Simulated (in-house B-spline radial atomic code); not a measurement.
# Ba²⁺: binding energies from hole states

Aim: binding energies of the shells of Ba²⁺, from runs with electrons taken out, set against the orbital energies of the parent.

The numbers are computed with in-house B-spline radial atomic code version 1 (Dirac-Hartree-Fock, average of configuration, Fermi nucleus, basis-set limit), except any that are marked as measured or tabulated.

## 1. Starting point

- element: barium (Z = 56)
- charge: +2
- electrons: 54
- configuration: [Kr] 4d10 5s2 5p6
- Hamiltonian: Dirac-Coulomb
- nucleus: Fermi, rms radius 4.838 fm

The outer shells:

[Kr] 4d10 5s2 5p6
```
[Kr] core
4d [↑↓][↑↓][↑↓][↑↓][↑↓]
5s [↑↓]
5p [↑↓][↑↓][↑↓]
```

Settings of the run:

```ini
Z = 56
electrons = 54.0
configuration = [Kr] 4d10 5s2 5p6
hamiltonian = dirac
method = hf
spin_polarised = False
nucleus = fermi
rms_radius = 4.8378
mass_number = 138
atomic_mass = 137.905247059
speed_of_light = 137.035999084
```

This reference run was done before. Its total energy is -8135.148654 hartree, and its levels are (the highest eight at most):

| orbital | occupation | energy (eV) | <r> (bohr) |
| --- | --- | --- | --- |
| 4s1/2 | 2 | -291.06 | 0.6736 |
| 4p1/2 | 2 | -232.36 | 0.6974 |
| 4p3/2 | 4 | -216.42 | 0.7227 |
| 4d3/2 | 4 | -118.45 | 0.7948 |
| 4d5/2 | 6 | -115.71 | 0.8046 |
| 5s1/2 | 2 | -55.338 | 1.657 |
| 5p1/2 | 2 | -37.762 | 1.854 |
| 5p3/2 | 4 | -35.459 | 1.927 |

## 2. The 3p3/2 hole

In configurations, a minus sign after the shell means j = l − 1/2 and a plus sign j = l + 1/2; the count of electrons follows.

Settings of the run:

```ini
Z = 56
electrons = 53.0
configuration = 1s2 2s2 2p6 3s2 3p-2 3p+3 3d10 4s2 4p6 4d10 5s2 5p6
hamiltonian = dirac
method = hf
spin_polarised = False
nucleus = fermi
rms_radius = 4.8378
mass_number = 138
atomic_mass = 137.905247059
speed_of_light = 137.035999084
```

## 3. The 3d3/2 hole

Changes to the settings of step 2:

```diff
@@ -2,3 +2,3 @@
 electrons = 53.0
-configuration = 1s2 2s2 2p6 3s2 3p-2 3p+3 3d10 4s2 4p6 4d10 5s2 5p6
+configuration = 1s2 2s2 2p6 3s2 3p6 3d-3 3d+6 4s2 4p6 4d10 5s2 5p6
 hamiltonian = dirac
```

## 4. The 3d5/2 hole

Changes to the settings of step 3:

```diff
@@ -2,3 +2,3 @@
 electrons = 53.0
-configuration = 1s2 2s2 2p6 3s2 3p6 3d-3 3d+6 4s2 4p6 4d10 5s2 5p6
+configuration = 1s2 2s2 2p6 3s2 3p6 3d-4 3d+5 4s2 4p6 4d10 5s2 5p6
 hamiltonian = dirac
```

## 5. The 4s hole

Changes to the settings of step 4:

```diff
@@ -2,3 +2,3 @@
 electrons = 53.0
-configuration = 1s2 2s2 2p6 3s2 3p6 3d-4 3d+5 4s2 4p6 4d10 5s2 5p6
+configuration = 1s2 2s2 2p6 3s2 3p6 3d10 4s1 4p6 4d10 5s2 5p6
 hamiltonian = dirac
```

## 6. The 4p1/2 hole

Changes to the settings of step 5:

```diff
@@ -2,3 +2,3 @@
 electrons = 53.0
-configuration = 1s2 2s2 2p6 3s2 3p6 3d10 4s1 4p6 4d10 5s2 5p6
+configuration = 1s2 2s2 2p6 3s2 3p6 3d10 4s2 4p-1 4p+4 4d10 5s2 5p6
 hamiltonian = dirac
```

## 7. The 4p3/2 hole

Changes to the settings of step 6:

```diff
@@ -2,3 +2,3 @@
 electrons = 53.0
-configuration = 1s2 2s2 2p6 3s2 3p6 3d10 4s2 4p-1 4p+4 4d10 5s2 5p6
+configuration = 1s2 2s2 2p6 3s2 3p6 3d10 4s2 4p-2 4p+3 4d10 5s2 5p6
 hamiltonian = dirac
```

**Question.** What does each hole state cost in eV, and how does that compare with the orbital energies or single holes?

The runs gave:

| hole | ΔSCF (eV) | with Breit, QED, recoil (eV) | −ε of the parent (eV) | −ε less ΔSCF (eV) |
| --- | --- | --- | --- | --- |
| 3p3/2 | 1089.32 | 1087.89 | 1105.02 | 15.70 |
| 3d3/2 | 818.95 | 818.30 | 836.46 | 17.51 |
| 3d5/2 | 803.27 | 802.98 | 820.52 | 17.25 |
| 4s | 285.59 | 285.12 | 291.06 | 5.47 |
| 4p1/2 | 227.08 | 226.72 | 232.36 | 5.28 |
| 4p3/2 | 211.41 | 211.23 | 216.42 | 5.01 |

**Reading.** Koopmans' values overshoot, as they freeze the orbitals; relaxation lowers the cost by 15.7 eV for 3p3/2 and 5.01 eV for 4p3/2. The spin-orbit splitting of the 3d hole is 15.32 eV with those corrections. Values are for the free ion, measured from the vacuum level.
